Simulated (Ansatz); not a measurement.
# Ag: the cost of one run

Computed with Ansatz 0.2.0 (DFT PBEsol, scalar-relativistic, plane waves, PAW, unless a step's input says otherwise).

## 1. The structure to begin with

Symmetry: P6_3/mmc, No. 194, hexagonal system. The conventional cell has a = 2.930 Å, b = 2.930 Å, c = 4.790 Å, α = 90.00°, β = 90.00°, γ = 120.00°. Ag (site symmetry -6m2) is surrounded by 12 Ag at 2.93 Å.

Coordinates:

```
CELL_PARAMETERS angstrom
2.93000 0.00000 0.00000
-1.46500 2.53745 0.00000
0.00000 0.00000 4.79000
ATOMIC_POSITIONS crystal
Ag 0.33333 0.66667 0.25000
Ag 0.66667 0.33333 0.75000
```

No relaxation comes first: the listed cell is the starting point.

## 2. The reference cell

Reference values: F = -15044.4400 eV; pressure -6.38 GPa; largest force 0.000 eV/Å; gap on the mesh none (metal). It was computed beforehand with the settings of the runs below.

## 3. Setting up an axial (c/a) deformation path

At fixed volume and fractional coordinates, lengths along (0.000, 0.000, 1.000) are scaled against those across it; ρ is that ratio over its starting value.

## 4. ρ = 0.850

File input.yaml:

```yaml
crystal:
  lattice:
    - [3.0931028461, 0.0, 0.0]
    - [-1.546551423, 2.6787056412, 0.0]
    - [0.0, 0.0, 4.2981489721]
  atoms:
    - { symbol: Ag, position: [0.3333333333, 0.6666666667, 0.25] }
    - { symbol: Ag, position: [0.6666666667, 0.3333333333, 0.75] }
basis:
  ecutwfc: 420
kpoints:
  mp_grid: { grid: [24, 24, 12] }
hamiltonian:
  xc: pbesol
scf:
  occupations: { method: gaussian, width: 0.15 }
output:
  forces: true
  stress: true
  eigenvalues: true
```

Started as:

```sh
ansatz run input.yaml --threads 1 --pin off --max-ram 2560MiB --backend cpu --events-out ev --progress --plain --runs-dir out
```

**Question.** How long does this run take on 1 thread of Intel Xeon at 2.50GHz (Skylake/Cascade Lake), shared host, and how much memory does it need?

About 26 s, with a peak of 0.54 GiB.
